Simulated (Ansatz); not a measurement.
# SrW2: the cost of one run

Computed with Ansatz 0.2.0 (DFT PBE, scalar-relativistic, plane waves, PAW, unless a step's input says otherwise).

## Step 1: Starting point

Symmetry: I4/mmm, No. 139, tetragonal system. Conventional cell: a = 4.362 Å, b = 4.362 Å, c = 7.154 Å, α = 90.00°, β = 90.00°, γ = 90.00°. Around Sr (site symmetry 4/mmm) lie 10 W at 2.91 to 3.16 Å. W (site symmetry 4mm) is surrounded by 1 W at 1.33 Å.

Structure file:

```
Sr W
1.0
    -2.18089    2.18089    3.57689
     2.18089   -2.18089    3.57689
     2.18089    2.18089   -3.57689
Sr W
1 2
Cartesian
  0.0000 0.0000 0.0000
  0.0000 0.0000 4.2422
  0.0000 0.0000 2.9116
```

This is candidate A: CaC2 type (I4/mmm, No. 139).

(A quick probe on a coarse mesh, which set the mesh and smearing, is not shown.)

## Step 3: Rough relaxation on the coarse mesh (candidate A)

File input.yaml:

```yaml
crystal:
  lattice:
    - [-2.1808923883, 2.1808923883, 3.5768877732]
    - [2.1808923883, -2.1808923883, 3.5768877732]
    - [2.1808923883, 2.1808923883, -3.5768877732]
  atoms:
    - { symbol: Sr, position: [0.0, 0.0, 0.0] }
    - { symbol: W, position: [0.593, 0.593, 0.0] }
    - { symbol: W, position: [0.407, 0.407, 0.0] }
basis:
  ecutwfc: 420
kpoints:
  mp_grid: { grid: [6, 6, 6] }
hamiltonian:
  xc: pbe
scf:
  occupations: { method: gaussian, width: 0.1 }
  lower_state_search: "off"
output:
  forces: true
  stress: true
  eigenvalues: true
relax:
  adjacent_minimum: "off"
  f_tol: 0.04
  max_steps: 70
  cell: { stress_tol: 0.4 }
```

Started as:

```
$ ansatz run input.yaml --threads 1 --pin off --max-ram 2560MiB --backend cpu --events-out ev --progress --plain --runs-dir out
```

What time and memory should one allow on 1 thread of Arm Neoverse V2, shared host?

About 55 s, with a peak of 0.37 GiB.
